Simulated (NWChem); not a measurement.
# CH4AlClS (SMILES [CH3][Al]([SH])[Cl]) at 3 levels

Wanted: a comparison of 3 runs (HF/def2-SVP, PBE0/def2-SVP, MP2/def2-SVP) of CH4AlClS. 

The calculation is run with NWChem 7.3.0.

## Step 1: Starting point

CH4AlClS has 8 atoms, charge 0, and is taken as a singlet. SMILES: `[CH3][Al]([SH])[Cl]`. Geometry: relaxed at PBE0-D4/def2-TZVP. This is one conformer, not always the lowest.

Bond lengths: C1–Al2 1.933 Å, Al2–S3 2.177 Å, Al2–Cl4 2.102 Å, C1–H5 1.094 Å, C1–H6 1.092 Å, C1–H7 1.094 Å, S3–H8 1.344 Å. Angles: C1–Al2–S3 122.1°, C1–Al2–Cl4 120.9°, S3–Al2–Cl4 117.0°, Al2–C1–H5 110.6°, Al2–C1–H6 111.8°, Al2–C1–H7 110.6°, Al2–S3–H8 93.1°, H5–C1–H6 108.3°, H5–C1–H7 107.0°, H6–C1–H7 108.3°.

## Step 2: Energy and gradient at HF/def2-SVP (run 1)

m1.nw

```
start m1
memory total 2200 mb
geometry noautosym nocenter noautoz
C     -0.334100     1.323200    -0.264000
Al     0.071000    -0.559300    -0.098400
S      0.975200    -1.393500     1.697300
Cl    -0.348800    -1.896500    -1.664600
H     -1.400800     1.472800    -0.453600
H     -0.065100     1.877700     0.637700
H      0.205500     1.760200    -1.109000
H      0.989200    -2.641800     1.198900
end
basis "ao basis" spherical bse
C library def2-SVP
Al library def2-SVP
S library def2-SVP
Cl library def2-SVP
H library def2-SVP
end
scf
thresh 1e-08
maxiter 80
end
task scf gradient
```

Command:

```sh
$ nwchem m1.nw > m1.out
```

The log of the run:

```text
[...]
  functions       =    88
[...]
  wavefunction    = RHF
[...]
         Total SCF energy =  -1138.907481020739
      One-electron energy =  -2054.304661458099
      Two-electron energy =    675.259504840482
 Nuclear repulsion energy =    240.137675596878
        Time for solution =      6.0s
[...]
                         RHF ENERGY GRADIENTS
    atom               coordinates                        gradient
                 x          y          z           x          y          z
   1 C      -0.631357   2.500485  -0.498888    0.000747  -0.002830   0.000453
   2 Al      0.134171  -1.056924  -0.185949   -0.000595  -0.001465  -0.002024
   3 S       1.842861  -2.633333   3.207432   -0.000186   0.005946   0.002085
   4 Cl     -0.659136  -3.583865  -3.145638    0.000884   0.003014   0.003385
   5 H      -2.647128   2.783188  -0.857180    0.000142  -0.000698  -0.000065
   6 H      -0.123021   3.548338   1.205078    0.000237  -0.000759   0.000261
   7 H       0.388339   3.326296  -2.095706    0.000046  -0.000721  -0.000001
   8 H       1.869317  -4.992278   2.265592   -0.001275  -0.002487  -0.004095
[...]
```

Wall time 10 s (1 thread of AMD EPYC 9R45 (Zen 5), shared host); peak memory 0.1 GiB.

## Step 3: Energy and forces at PBE0/def2-SVP (run 2)

run.py

```python
from ase import Atoms
from ase.calculators.nwchem import NWChem

atoms = Atoms('CAlSClHHHH', positions=[
    [-0.334100, 1.323200, -0.264000],
    [0.071000, -0.559300, -0.098400],
    [0.975200, -1.393500, 1.697300],
    [-0.348800, -1.896500, -1.664600],
    [-1.400800, 1.472800, -0.453600],
    [-0.065100, 1.877700, 0.637700],
    [0.205500, 1.760200, -1.109000],
    [0.989200, -2.641800, 1.198900],
])

calc = NWChem(
    label='ch4alcls',
    theory='dft',
    memory='2200 mb',
    basis='def2-SVP',
    basispar='spherical bse',
    dft={'xc': 'pbe0', 'mult': '1', 'grid': 'xfine', 'convergence': 'energy 1e-08', 'iterations': '100', 'mulliken': None},
)
atoms.calc = calc

forces = atoms.get_forces()
print(f"energy = {atoms.get_potential_energy():.6f} eV")
print("forces (eV/A):")
for s, f in zip(atoms.symbols, forces):
    print(f"{s:2s} {f[0]:10.5f} {f[1]:10.5f} {f[2]:10.5f}")
print("dipole (e A):", atoms.get_dipole_moment().round(4))
```

Command:

```sh
$ export ASE_NWCHEM_COMMAND="nwchem PREFIX.nwi > PREFIX.nwo"
$ python run.py
```

The log of the run:

```text
energy = -31038.241034 eV
forces (eV/A):
C     0.05692   -0.24184    0.03903
Al    0.00992    0.11503    0.07173
S     0.01635    0.14136    0.09935
Cl   -0.03260   -0.13005   -0.13293
H    -0.28673    0.04098   -0.04957
H     0.06993    0.16198    0.24138
H     0.14671    0.11899   -0.22754
H     0.01954   -0.20641   -0.04139
dipole (e A): [-0.0366  0.1917 -0.0061]
```

The calculator wrote ch4alcls.nwi:

```
title "ch4alcls"

permanent_dir ch4alcls

scratch_dir ch4alcls

start ch4alcls

geometry units angstrom nocenter noautosym noautoz
  C  -3.3410000000000001e-01 1.3231999999999999e+00 -2.6400000000000001e-01
  Al 7.0999999999999994e-02 -5.5930000000000002e-01 -9.8400000000000001e-02
  S  9.7519999999999996e-01 -1.3935000000000000e+00 1.6973000000000000e+00
  Cl -3.4880000000000000e-01 -1.8965000000000001e+00 -1.6646000000000001e+00
  H  -1.4008000000000000e+00 1.4728000000000001e+00 -4.5360000000000000e-01
  H  -6.5100000000000005e-02 1.8776999999999999e+00 6.3770000000000004e-01
  H  2.0549999999999999e-01 1.7602000000000000e+00 -1.1090000000000000e+00
  H  9.8919999999999997e-01 -2.6417999999999999e+00 1.1989000000000001e+00
end

memory 2200 mb

basis spherical bse noprint
   * library def2-SVP
end

dft
  xc pbe0
  mult 1
  grid xfine
  convergence energy 1e-08
  iterations 100
  mulliken
end

task dft gradient
```

ch4alcls.nwo:

```text
Northwest Computational Chemistry Package (NWChem) 7.3.0
             --------------------------------------------------------

           Job information
           ---------------

    nwchem branch   = 7.3.0
    use scalapack   = T
    input           = ch4alcls.nwi
    prefix          = ch4alcls.
    data base       = ch4alcls/ch4alcls.db
    status          = startup
    nproc           =        1

           Memory information
           ------------------

    heap     =     72089596 doubles =      550.0 Mbytes
    stack    =     72089601 doubles =      550.0 Mbytes
    global   =    144179200 doubles =     1100.0 Mbytes (distinct from heap & stack)
    total    =    288358397 doubles =     2200.0 Mbytes
    verify   = yes
    hardfail = no

[... 109 lines left out ...]
  convergence criterion.
[... 41 lines left out ...]
          Spatial weights used:  Erf1
[... 77 lines left out ...]
         Total DFT energy =    -1140.634328829062
[... 3 lines left out ...]
 Nuclear repulsion energy =      240.137675596878
[... 687 lines left out ...]
          Convergence on gradient requested:  5.00D-04
[... 28 lines left out ...]
          total energy or number of iterations.
[... 26 lines left out ...]
                         DFT ENERGY GRADIENTS

    atom               coordinates                        gradient
                 x          y          z           x          y          z
   1 C      -0.631357   2.500485  -0.498888   -0.001107   0.004703  -0.000759
   2 Al      0.134171  -1.056924  -0.185949   -0.000193  -0.002237  -0.001395
   3 S       1.842861  -2.633333   3.207432   -0.000318  -0.002749  -0.001932
[... 4 lines of this table left out ...]
   8 H       1.869317  -4.992278   2.265592   -0.000380   0.004014   0.000805

                 ----------------------------------------
                 |  Time  |  1-e(secs)   |  2-e(secs)   |
                 ----------------------------------------
                 |  CPU   |       0.00   |       2.88   |
                 ----------------------------------------
                 |  WALL  |       0.00   |       2.88   |
                 ----------------------------------------

 Task  times  cpu:       20.0s     wall:       20.0s
 Total times  cpu:       20.0s     wall:       20.0s
```

It took 21 s on 1 thread of AMD EPYC 9R45 (Zen 5), shared host; peak memory 0.14 GiB.

## Step 4: Energy and forces at MP2/def2-SVP (run 3)

ch4alcls.nw

```
start ch4alcls
title "CH4AlClS"
memory total 2200 mb
geometry noautosym nocenter noautoz
C    -0.334100    1.323200   -0.264000
Al    0.071000   -0.559300   -0.098400
S     0.975200   -1.393500    1.697300
Cl   -0.348800   -1.896500   -1.664600
H    -1.400800    1.472800   -0.453600
H    -0.065100    1.877700    0.637700
H     0.205500    1.760200   -1.109000
H     0.989200   -2.641800    1.198900
end
basis "ao basis" spherical bse
* library def2-SVP
end
scf
thresh 1e-08
maxiter 80
end
mp2
freeze core 16
tight
end
task mp2 gradient
```

Command:

```sh
$ nwchem ch4alcls.nw > ch4alcls.out
```

The log of the run:

```text
[...]
  functions       =    88
[...]
  wavefunction    = RHF
[...]
         Total SCF energy =  -1138.907481020739
      One-electron energy =  -2054.304661458099
      Two-electron energy =    675.259504840482
 Nuclear repulsion energy =    240.137675596878
        Time for solution =      6.0s
[...]
          Total MP2 energy         -1139.373874045093
[...]
                         mp2 ENERGY GRADIENTS
    atom               coordinates                        gradient
                 x          y          z           x          y          z
   1 C      -0.631357   2.500485  -0.498888   -0.000721   0.002659  -0.000708
   2 Al      0.134171  -1.056924  -0.185949   -0.000870   0.002324  -0.001067
   3 S       1.842861  -2.633333   3.207432    0.000115   0.000936   0.000667
   4 Cl     -0.659136  -3.583865  -3.145638    0.000344   0.000954   0.001226
   5 H      -2.647128   2.783188  -0.857180    0.004614  -0.000867   0.000756
   6 H      -0.123021   3.548338   1.205078   -0.001003  -0.002970  -0.003744
   7 H       0.388339   3.326296  -2.095706   -0.002331  -0.002116   0.003612
   8 H       1.869317  -4.992278   2.265592   -0.000147  -0.000921  -0.000743
[...]
```

Run time: 20 s. Hardware: 1 thread of AMD EPYC 9R45 (Zen 5), shared host; peak memory 0.25 GiB.

## Step 5: The series

```csv
run,level,iteration cap,module,energy (Eh),dipole moment (D),HOMO energy (eV),LUMO energy (eV),wall time
1,HF/def2-SVP,80,scf,-1138.907481,1.01,-10.53,2.33,10 s
2,PBE0/def2-SVP,100,dft,-1140.634329,0.94,-7.74,-0.58,21 s
3,MP2/def2-SVP,80,mp2,-1139.373874,0.81,-10.53,2.33,20 s
```

## Step 6: Summary of results

| quantity | value |
| --- | --- |
| run 3: total energy | -1139.37387 Eh |
| run 3: dipole moment (of the density that the program reports) | 0.81 D |
| run 3: HOMO energy (Hartree–Fock orbitals) | -10.53 eV |
| run 3: LUMO energy (Hartree–Fock orbitals) | 2.33 eV |
| run 3: HOMO–LUMO gap (Hartree–Fock orbitals) | 12.86 eV |
| run 3: correlation energy (16 core orbitals frozen) | -466.4 mEh |
| run 3: largest force on an atom | 0.251 eV/Å |

The dipole moment (its size) runs from 0.81 D (MP2/def2-SVP) to 1.01 D (HF/def2-SVP). All runs together took 51 s, the longest 21 s.
